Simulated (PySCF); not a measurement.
# CH5B3BrF: the cost of one run

The runs use PySCF 2.14.0, with density-fitted response routines of our own; the level of theory stands in each step. All values are computed, except where a source is named. Atoms are numbered from 0 throughout.

## Step 1: The starting structure

11 atoms, charge 0, multiplicity 1; geometry from: GFN2-xTB. The atoms were then displaced at random by about 0.01 Å, so the start is not that level's minimum.

Bonds of the start (Å): B0–B1 1.67, B1–F2 1.34, B1–C3 1.58, C3–B4 1.58, B4–Br5 1.87, B0–H6 1.15, B0–H7 1.17, C3–H8 1.08, C3–H9 1.09, B4–H10 1.17.

## Step 2: Optimising the geometry at PBE0-D3(BJ)/def2-SVP

Job settings and geometry (Å):

```
{"job": {"xc": "PBE0", "basis": "def2-SVP", "d3": "d3bj", "grid": 1, "shake": 0.01, "kind": "geom"}, "charge": 0, "multiplicity": 1}
B      1.851970     0.346920     0.911710
B      0.630810     0.548310    -0.213460
F      0.445640     1.601340    -1.013490
C     -0.442510    -0.603520    -0.392730
B     -1.743030    -0.152930     0.392850
Br    -1.892380    -0.534720     2.221490
H      2.866810    -0.133030     0.654310
H      1.687920     0.660480     2.027100
H     -0.685000    -0.690250    -1.436880
H     -0.076370    -1.552650    -0.010430
H     -2.605750     0.484230    -0.076290
```

Started as:

```bash
$ OMP_NUM_THREADS=1 python probes_run.py task.json out
```

One launch serves the whole session: the jobs run in the order shown.

Q: Estimate the wall time and peak memory of this first job on 1 thread of AMD EPYC 7R43, shared host.

About 39 s, with a peak of 0.54 GiB.
